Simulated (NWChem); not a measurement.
# SiCNOF3 (SMILES O=C=N[Si](F)(F)F): HF/def2-SVP

Wanted: energy and forces of SiCNOF3. 

The results are computed with NWChem 7.3.0.

## 1. Starting point

SiCNOF3: 7 atoms, total charge 0, spin state singlet. As SMILES, `O=C=N[Si](F)(F)F`. The shape is that of a PBE0-D4/def2-TZVP optimisation.

Bond lengths: O1–C2 1.158 Å, C2–N3 1.195 Å, N3–Si4 1.662 Å, Si4–F5 1.566 Å, Si4–F6 1.566 Å, Si4–F7 1.566 Å. Angles: O1–C2–N3 179.5°, C2–N3–Si4 176.0°, N3–Si4–F5 110.2°, N3–Si4–F6 110.5°, N3–Si4–F7 110.6°, F5–Si4–F6 108.5°, F5–Si4–F7 108.5°, F6–Si4–F7 108.5°.

## 2. Energy and gradient at HF/def2-SVP

Input file cf3nosi.nw:

```
START cf3nosi
memory total 2200 mb
charge 0
GEOMETRY units angstrom noautosym nocenter noautoz
O     1.073300   -2.404400    1.510700
C     0.689000   -1.479700    0.929800
N     0.302200   -0.521800    0.329900
Si   -0.343000    0.766200   -0.499400
F     0.797900    1.720500   -0.988900
F    -1.312500    1.581900    0.421300
F    -1.145700    0.269200   -1.749000
END
BASIS spherical bse
* library def2-SVP
END
SCF
singlet
rhf
thresh 1e-08
maxiter 80
noprint "final vectors analysis"
END
TASK scf gradient
```

Started as:

```sh
$ nwchem cf3nosi.nw > cf3nosi.out
```

Standard output:

```text
[...]
  functions       =   102
[...]
  wavefunction    = RHF
[...]
         Total SCF energy =   -754.218284377375
      One-electron energy =  -1797.287216753036
      Two-electron energy =    665.348058685534
 Nuclear repulsion energy =    377.720873690126
        Time for solution =      9.0s
[...]
                         RHF ENERGY GRADIENTS
    atom               coordinates                        gradient
                 x          y          z           x          y          z
   1 O       2.028243  -4.543657   2.854809    0.015842  -0.037471   0.023573
   2 C       1.302021  -2.796228   1.757067   -0.008704   0.018180  -0.011597
   3 N       0.571075  -0.986059   0.623421   -0.009145   0.024364  -0.015148
   4 Si     -0.648176   1.447908  -0.943729   -0.002984   0.004643  -0.003172
   5 F       1.507812   3.251274  -1.868750   -0.005737  -0.006270   0.003360
   6 F      -2.480265   2.989358   0.796142    0.005807  -0.005323  -0.004453
   7 F      -2.165059   0.508714  -3.305131    0.004921   0.001876   0.007436
[...]
```

Wall time 13 s (1 thread of Intel Xeon 6975P-C (Granite Rapids), shared host); peak memory 0.099 GiB.

## 3. Results

Level: HF/def2-SVP.

| quantity | value |
| --- | --- |
| total energy | -754.21828 Eh |
| dipole moment | 0.29 D |
| largest force on an atom | 2.418 eV/Å |

Mulliken charges run from -0.55 on N3 to +1.61 on Si4. The largest force is 2.42 eV/Å: the shape isn't a stationary point for this species at this level.
